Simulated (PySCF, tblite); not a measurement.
# C4H5N2SSe radical: geometry, infrared bands and EPR parameters

What infrared bands and EPR parameters should C4H5N2SSe radical (`[CH2]c1n[se]nc1SC`) show?

The runs use tblite 0.8.0 and PySCF 2.14.0, with density-fitted response routines of our own; the level of theory stands in each step. All values are computed, except where a source is named. Atoms count from 0, in the outputs and in this text.

## (1) The starting structure

13 atoms, charge 0, multiplicity 2; geometry from: force field or distance geometry start.

Bonds of the start (Å): C0–C1 1.52, C1–N2 1.32, N2–Se3 1.77, Se3–N4 1.97, N4–C5 1.33, C5–S6 1.82, S6–C7 1.82, C5–C1 1.35, C0–H8 1.09, C0–H9 1.11, C7–H10 1.12, C7–H11 1.12, C7–H12 1.11.

## (2) Relaxing the molecule with GFN2-xTB

Job settings and geometry (Å):

```
{"job": {"kind": "relax", "xc": "GFN2-xTB", "basis": "xTB"}, "charge": 0, "multiplicity": 2}
C     -2.226800    -1.304800    -0.051300
C     -1.685300     0.104300     0.083200
N     -2.479500     1.141400     0.238600
Se    -1.661200     2.708400     0.379600
N     -0.014300     1.644600     0.228000
C     -0.362000     0.371200     0.083000
S      0.906300    -0.919400    -0.101900
C      2.560300    -0.166800    -0.056200
H     -2.241300    -1.480600    -1.131600
H     -1.531900    -2.016300     0.440900
H      3.104500    -0.430100     0.880700
H      3.104800    -0.593100    -0.931300
H      2.522100     0.941700    -0.079500
```

On the command line:

```bash
> OMP_NUM_THREADS=1 python probes_run.py task.json out
```

One launch serves the whole session: the jobs run in the order shown.

**Question.** This job is followed by: GFN2-xTB harmonic vibrations, gas phase; UKS B3LYP, def2-TZVP-core on Se, pcH-1 on C H N S, non-relativistic, mean-field spin-orbit, GIAO. Predict these results of the whole session: strongest single infrared mode (GFN2-xTB); zero-point energy (GFN2-xTB); g(iso) (B3LYP); ⟨S²⟩; largest a(iso) (averaged by class); surface potential, 1st and 99th percentile.

As calculated:

```
                                 quantity                 value
strongest single infrared mode (GFN2-xTB)  1086 cm⁻¹, 87 km/mol
             zero-point energy (GFN2-xTB)         52.3 kcal/mol
                           g(iso) (B3LYP)               2.00609
                                     ⟨S²⟩    0.774 (exact 0.75)
       largest a(iso) (averaged by class)   13C on C0, 52.6 MHz
    surface potential, 1st and 99th percentile    -1.39 V and 1.13 V
```

What this shows: Relaxing lowered the energy by 1.997 eV in 118 steps; the close pair that moved most is Se3–N4, from 1.966 to 1.800 Å. All 33 modes are real, so the xTB geometry is a minimum. The strongest single mode, at 1086 cm⁻¹, moves mainly C5. Unscaled tight-binding wavenumbers are off by several per cent, some by more. Its intensities can rank the bands wrongly. C0 carries the largest spin population, 0.70 e. The isotropic g lies 3.8 ppt above the free-electron value. The hyperfine terms hold no scalar relativity, which the heavier nuclei need.
